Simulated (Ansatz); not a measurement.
I need a short molecular-dynamics run of AlClFH2N, SMILES [NH2][Al]([F])[Cl]. Use the Ansatz DFT code, driven from Python. Level of theory: B3LYP, 6-31G* basis, multiplicity 1.

```xyz
6

N     0.2168    1.1386   -0.1107
Al    0.2308   -0.7170    0.0890
F     1.2269   -1.4389    1.3662
Cl   -0.8808   -2.0061   -1.2460
H    -0.2329    1.5650    0.7413
H    -0.5188    1.3945   -0.8860
```

`alclfh2n_md.py`
```python
# -*- coding: utf-8 -*-
"""Molecular dynamics of one AlClFH2N molecule."""

import ansatz as az
import numpy as np

BASIS_SET = "6-31G*"
XC = "b3lyp"
N_STEPS = 40
TEMPERATURE_K = 300

geometry = (
    az.Crystal.molecule()
    .atom("N", (0.2168, 1.1386, -0.1107))
    .atom("Al", (0.2308, -0.717, 0.089))
    .atom("F", (1.2269, -1.4389, 1.3662))
    .atom("Cl", (-0.8808, -2.0061, -1.246))
    .atom("H", (-0.2329, 1.565, 0.7413))
    .atom("H", (-0.5188, 1.3945, -0.886))
)

calculation = geometry.calculation()
calculation = calculation.basis(gaussian=BASIS_SET).functional(XC)
calculation = calculation.accuracy("high")
calculation = calculation.md("nve", timestep=0.25, steps=N_STEPS, temperature=TEMPERATURE_K, initial_velocities="maxwell_boltzmann", seed=4)
frames = []
calculation.session().plan().execute(on_event=lambda e: frames.append(e["data"]) if e["event"] == "md_step" else None)
print("t (fs)   E_pot (eV)      E_kin (eV)   T (K)   d(0-1) (A)")
for f in frames[::2]:
    xyz = np.array(f["positions_ang"])
    print(f"{f['time_fs']:6.2f} {f['lagrangian_ev']:14.5f} {f['e_kin_ev']:10.5f} {f['temperature_k']:8.1f} {np.linalg.norm(xyz[0] - xyz[1]):9.4f}")
kept = np.array([f["conserved_ev"] for f in frames])
print(f"conserved energy moves by at most {1000 * np.ptp(kept):.3f} meV")
symbols = [site.symbol for site in geometry.cartesian_sites]
with open("last_frame.xyz", "w") as handle:
    handle.write(f"{len(symbols)}\nt = {frames[-1]['time_fs']} fs\n")
    handle.writelines("{:2s} {:10.5f} {:10.5f} {:10.5f}\n".format(s, *xyz) for s, xyz in zip(symbols, frames[-1]["positions_ang"]))
```

```console
$ python alclfh2n_md.py
t (fs)   E_pot (eV)      E_kin (eV)   T (K)   d(0-1) (A)
  0.00   -23363.23779    0.15511    300.0    1.8664
  0.50   -23363.28056    0.19768    382.3    1.8699
  1.00   -23363.32022    0.23713    458.6    1.8733
  1.50   -23363.34436    0.26113    505.0    1.8767
  2.00   -23363.34515    0.26191    506.5    1.8797
  2.50   -23363.32348    0.24040    465.0    1.8824
  3.00   -23363.29091    0.20814    402.6    1.8847
  3.50   -23363.26683    0.18436    356.6    1.8864
  4.00   -23363.26958    0.18720    362.1    1.8876
  4.50   -23363.30507    0.22251    430.3    1.8882
  5.00   -23363.36158    0.27865    538.9    1.8883
  5.50   -23363.41660    0.33336    644.7    1.8878
  6.00   -23363.45062    0.36729    710.4    1.8869
  6.50   -23363.45668    0.37348    722.3    1.8857
  7.00   -23363.44063    0.35765    691.7    1.8840
  7.50   -23363.41551    0.33276    643.6    1.8821
  8.00   -23363.39532    0.31274    604.9    1.8799
  8.50   -23363.39074    0.30825    596.2    1.8775
  9.00   -23363.40711    0.32460    627.8    1.8748
  9.50   -23363.44378    0.36118    698.5    1.8719
 10.00   -23363.49455    0.41178    796.4    1.8686
conserved energy moves by at most 0.952 meV
```

`last_frame.xyz`, as written:
```text
6
t = 10.0 fs
N     0.21612    1.12097   -0.10284
Al    0.23992   -0.73502    0.11299
F     1.16776   -1.41396    1.28783
Cl   -0.85988   -1.99676   -1.22591
H    -0.06368    1.64976    0.74992
H    -0.54365    1.23850   -0.87550
```

What to keep in mind:
- The settings weren't tested for convergence.
- The trajectory is only some femtoseconds long, so its temperature is not equilibrated; where the script doesn't relax first, it starts from a rough generated geometry.
- b3lyp holds the VWN-RPA fit, as in Gaussian; the form of ORCA and Turbomole is b3lyp5.
- The temperature counts the internal degrees of freedom alone.
- Timing: 5.7 min on 1 thread of Arm Neoverse V1, on a shared host, peak memory 0.29 GiB.

(A comment or docstring line of the script was reworded after the run, the code is as it ran; lines on the test bed's own set-up are left out of the output.)
